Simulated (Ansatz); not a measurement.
Runs of Ansatz 0.2.0 on LiBe. Symmetry: Pm-3m, No. 221, cubic system. Conventional cell: a = 2.811 Å, b = 2.811 Å, c = 2.811 Å, α = 90.00°, β = 90.00°, γ = 90.00°. Around Be (site symmetry m-3m) lie 8 Li at 2.43 Å. Li (site symmetry m-3m) has 8 Be at 2.43 Å as nearest neighbours. The cell comes from a database or a generator and needn't be the stable form of this composition.

```csv
task,level,cell,cutoff (eV),gap on the mesh (eV),pressure (GPa)
band structure,PBE,as given,117,-,0.4
single point,PBE,strain = 0.0,117,none,0.4
band structure,BLYP,as given,117,-,1.1
single point,PBE,strain = -0.02,120,none,(a)
band structure,LDA,as given,118,-,-2.7
```

Alike in all rows: potentials or basis all-electron LAPW, scalar-relativistic; no spin polarisation; k mesh 9 × 9 × 9; smearing fermi-dirac 0.05 eV; basis error allowed 0.001 eV/atom.

Question: Fill in the values left out.

Answer: (a) 1.4.

A gap of «none» marks a metal or a gap under the smearing width.
